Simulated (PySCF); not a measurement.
# C₅H₉NOSe: magnetic properties

What do calculations give for the magnetic properties of C₅H₉NOSe (`C=C(NC(C)=O)[Se]C`)?

Computed with PySCF 2.14.0 and routines of our own; the level stands in each step. Atoms count from 0.

### Step 1. The system as given

17 atoms, charge 0, multiplicity 1; geometry from: GFN2-xTB.

### Step 2. Magnetic properties: GIAO KT3/pcSseg-1

What the job is given:

```
{"job": {"kind": "mag", "xc": "KT3", "basis": "pcSseg-1", "isotopologues": 2}, "charge": 0, "multiplicity": 1}
C      0.832729    -2.434034     0.277352
C      0.564184    -1.144204     0.472431
N     -0.603970    -0.575678    -0.031901
C     -1.150409     0.634591     0.287183
C     -2.509906     0.845655    -0.343198
O     -0.603737     1.453808     0.985875
Se     1.791677    -0.078866     1.509743
C      2.292061     1.266486     0.184345
H      0.154443    -3.088725    -0.246916
H      1.740277    -2.866477     0.654959
H     -1.169075    -1.205405    -0.587456
H     -3.218784     0.120198     0.051112
H     -2.450768     0.727337    -1.423155
H     -2.860512     1.846089    -0.108201
H      3.193112     1.744849     0.560261
H      2.500457     0.772638    -0.761959
H      1.491223     1.993767     0.089453
```

Method: GIAO KT3/pcSseg-1 magnetisability, rotational g tensor and spin-rotation constants, non-relativistic, gas phase.

The run is started by

```console
OMP_NUM_THREADS=1 python excited_run.py task.json out
```

This one command runs all jobs of the session in turn.

The log of the run:

```text
coarse grid: 65784 points
cycle   1  E = -2740.6990609563  dE =  7.180e-02  |g| = 1.121e+00  |ddm| = 3.927e+00
cycle   2  E = -2737.7158891164  dE =  2.983e+00  |g| = 3.110e+00  |ddm| = 6.765e+00
cycle   3  E = -2740.7234799871  dE = -3.008e+00  |g| = 8.818e-01  |ddm| = 6.722e+00
cycle   4  E = -2740.9126170000  dE = -1.891e-01  |g| = 2.830e-01  |ddm| = 1.079e+00
cycle   5  E = -2740.9240313998  dE = -1.141e-02  |g| = 1.865e-01  |ddm| = 4.601e-01
cycle   6  E = -2740.9331589000  dE = -9.128e-03  |g| = 7.452e-02  |ddm| = 2.557e-01
cycle   7  E = -2740.9344196972  dE = -1.261e-03  |g| = 3.009e-02  |ddm| = 8.857e-02
cycle   8  E = -2740.9346310710  dE = -2.114e-04  |g| = 5.639e-03  |ddm| = 3.020e-02
cycle   9  E = -2740.9346381290  dE = -7.058e-06  |g| = 2.780e-03  |ddm| = 8.633e-03
final grid: 139664 points
cycle  10  E = -2740.9346246055  dE =  6.046e-06  |g| = 5.577e-03  |ddm| = 8.591e-03
cycle  11  E = -2740.9345970957  dE =  2.751e-05  |g| = 1.172e-02  |ddm| = 1.624e-02
cycle  12  E = -2740.9346325118  dE = -3.542e-05  |g| = 1.183e-03  |ddm| = 1.093e-02
cycle  13  E = -2740.9346328278  dE = -3.160e-07  |g| = 2.074e-04  |ddm| = 1.224e-03
cycle  14  E = -2740.9346328383  dE = -1.047e-08  |g| = 4.394e-05  |ddm| = 2.588e-04
cycle  15  E = -2740.9346328387  dE = -4.220e-10  |g| = 1.196e-05  |ddm| = 4.554e-05
converged SCF energy = -2740.9346328387

Magnetisability tensor (1e-30 J/T^2)
    -1417.47      -22.95       56.62
      -22.95    -1380.31       91.51
       56.62       91.51    -1432.38
isotropic -1410.05   principal values   -1532.16  -1389.54  -1308.46
isotropic susceptibility -84.915 1e-6 cm^3/mol

Inertial axes            a          b          c
rot. const./GHz      2.2572     1.0254     0.7969
chi total           -83.497    -81.478    -89.772
chi diamagnetic    -663.904  -1243.227  -1584.504
chi paramagnetic    580.407   1161.750   1494.732
quadrupole/D A        7.466     -1.792     -5.674
g nuclear            0.5909     0.5502     0.5562
g electronic        -0.6155    -0.5596    -0.5596
g total             -0.0245    -0.0095    -0.0034

Spin-rotation constants (kHz, H = +C I.J)
atom  isotope        aa         bb         cc
  2    14N        0.218      0.120      0.062
  8     1H       -0.059      0.002     -0.090
  9     1H        0.157     -0.094     -0.091
 10     1H       -0.086      0.020     -0.094
 11     1H       -0.186     -0.057     -0.042
 12     1H       -0.213     -0.111      0.009
 13     1H       -0.176      0.000     -0.091
 14     1H       -0.049     -0.063     -0.084
 15     1H       -0.235     -0.063     -0.010
 16     1H       -0.003     -0.055     -0.086
  0    13C*       0.810      0.243      0.143
  1    13C*       1.068      0.340      0.149
  3    13C*       0.996      0.370      0.194
  4    13C*       0.275      0.157      0.147
  5    17O*      -1.086     -0.633     -0.084
  6   77Se*       4.078      1.679      1.830
  7    13C*       0.366      0.156      0.116
* in the singly substituted isotopologue

Isotopologues: g along a, b, c
2H    at 8,9,10,11,12,1    -0.0210    -0.0084    -0.0032
13C   at 0                 -0.0239    -0.0095    -0.0034
```

It took 45 s on 1 thread of Arm Neoverse V2, shared host; peak memory 0.73 GiB.

In short:

```tsv
quantity	value
magnetisability	-1410·10⁻³⁰ J/T²
molar susceptibility	-84.9·10⁻⁶ cm³/mol
rotational g (a, b, c)	-0.0245, -0.0095, -0.0034
```

### Step 3. Magnetic properties: GIAO PBE0/STO-3G

The job, as its differences from that of step 2:

```diff
@@ -1,2 +1,2 @@
-{"job": {"kind": "mag", "xc": "KT3", "basis": "pcSseg-1", "isotopologues": 2}, "charge": 0, "multiplicity": 1}
+{"job": {"kind": "mag", "xc": "PBE0", "basis": "STO-3G", "scf": {"guess": "huckel", "aux": "def2-universal-jkfit"}}, "charge": 0, "multiplicity": 1}
 C      0.832729    -2.434034     0.277352
```

With the program's defaults for keys left out, this is: GIAO PBE0/STO-3G magnetisability, rotational g tensor and spin-rotation constants, non-relativistic, gas phase.

The log of the run:

```text
final grid: 139664 points
cycle   1  E = -2680.3520287014  dE =  7.042e+00  |g| = 5.575e+00  |ddm| = 1.376e+01
cycle   2  E = -2677.4881251252  dE =  2.864e+00  |g| = 5.192e+00  |ddm| = 1.575e+01
cycle   3  E = -2680.3328989317  dE = -2.845e+00  |g| = 3.782e+00  |ddm| = 1.470e+01
cycle   4  E = -2691.6299457427  dE = -1.130e+01  |g| = 2.623e+00  |ddm| = 1.209e+01
cycle   5  E = -2695.9139872606  dE = -4.284e+00  |g| = 7.240e-01  |ddm| = 6.878e+00
cycle   6  E = -2695.9281268418  dE = -1.414e-02  |g| = 6.614e-01  |ddm| = 1.469e+00
cycle   7  E = -2696.0740050265  dE = -1.459e-01  |g| = 2.103e-01  |ddm| = 9.820e-01
cycle   8  E = -2696.0888574535  dE = -1.485e-02  |g| = 7.724e-02  |ddm| = 3.425e-01
cycle   9  E = -2696.0908877315  dE = -2.030e-03  |g| = 2.706e-02  |ddm| = 1.353e-01
cycle  10  E = -2696.0910891256  dE = -2.014e-04  |g| = 1.137e-02  |ddm| = 4.253e-02
cycle  11  E = -2696.0911239193  dE = -3.479e-05  |g| = 2.663e-03  |ddm| = 1.650e-02
cycle  12  E = -2696.0911262311  dE = -2.312e-06  |g| = 5.611e-04  |ddm| = 4.278e-03
cycle  13  E = -2696.0911263417  dE = -1.106e-07  |g| = 9.298e-05  |ddm| = 9.379e-04
cycle  14  E = -2696.0911263445  dE = -2.835e-09  |g| = 2.857e-05  |ddm| = 1.615e-04
cycle  15  E = -2696.0911263447  dE = -2.210e-10  |g| = 1.248e-05  |ddm| = 5.831e-05
converged SCF energy = -2696.0911263447

Magnetisability tensor (1e-30 J/T^2)
    -1436.74      -30.41      116.97
      -30.41    -1398.72      126.47
      116.97      126.47    -1554.40
isotropic -1463.29   principal values   -1681.54  -1392.42  -1315.91
isotropic susceptibility -88.121 1e-6 cm^3/mol

Inertial axes            a          b          c
rot. const./GHz      2.2572     1.0254     0.7969
chi total           -83.211    -81.985    -99.168
chi diamagnetic    -656.050  -1236.754  -1579.297
chi paramagnetic    572.839   1154.769   1480.128
quadrupole/D A        5.187     -1.728     -3.459
g nuclear            0.5909     0.5502     0.5562
g electronic        -0.6075    -0.5563    -0.5541
g total             -0.0165    -0.0061     0.0021

Spin-rotation constants (kHz, H = +C I.J)
atom  isotope        aa         bb         cc
  2    14N        0.120      0.063      0.022
  8     1H       -0.069     -0.012     -0.090
  9     1H        0.146     -0.104     -0.089
 10     1H       -0.111     -0.003     -0.094
 11     1H       -0.193     -0.061     -0.048
 12     1H       -0.214     -0.108     -0.004
 13     1H       -0.182     -0.009     -0.085
 14     1H       -0.082     -0.071     -0.087
 15     1H       -0.250     -0.076     -0.026
 16     1H       -0.058     -0.078     -0.091
  0    13C*       0.599      0.177      0.058
  1    13C*       0.722      0.221      0.071
  3    13C*       0.643      0.183      0.093
  4    13C*       0.125      0.075      0.063
  5    17O*      -1.067     -0.686     -0.007
  6   77Se*       1.574      0.588      0.676
  7    13C*       0.143      0.063      0.045
* in the singly substituted isotopologue
```

Wall time 9.6 s (1 thread of Arm Neoverse V2, shared host); peak memory 0.63 GiB.

From this job:

```tsv
quantity	value
magnetisability	-1463·10⁻³⁰ J/T²
molar susceptibility	-88.1·10⁻⁶ cm³/mol
rotational g (a, b, c)	-0.0165, -0.0061, 0.0021
```

### Step 4. The levels compared

```tsv
level	ξ (10⁻³⁰ J/T²)	g(a)	g(b)	gap (eV)	functions	time
GIAO KT3/pcSseg-1	-1410	-0.0245	-0.0095	3.29	205	45 s
GIAO PBE0/STO-3G	-1463	-0.0165	-0.0061	6.16	62	9.6 s
```

### Step 5. What came out

| quantity | value |
| --- | --- |
| magnetisability (step 2, GIAO KT3/pcSseg-1) | -1410·10⁻³⁰ J/T² |
| molar susceptibility (step 2, GIAO KT3/pcSseg-1) | -84.9·10⁻⁶ cm³/mol |
| rotational g (a, b, c) (step 2, GIAO KT3/pcSseg-1) | -0.0245, -0.0095, -0.0034 |
| magnetisability over the levels | -1463 to -1410·10⁻³⁰ J/T² |

Steps that list no spin-orbit terms leave them out, which matters at and beside the heavy atoms. GIAO PBE0/STO-3G has a minimal basis, so it is left out of the spread where two other levels stand. The magnetisability spreads by 3.7 % over 2 levels, from GIAO PBE0/STO-3G (9.6 s) to GIAO KT3/pcSseg-1 (45 s); the runs took 9.6 s to 45 s. Two levels can agree by chance, so this spread shows no convergence. Vibrational averaging and real surroundings are missing from these values.
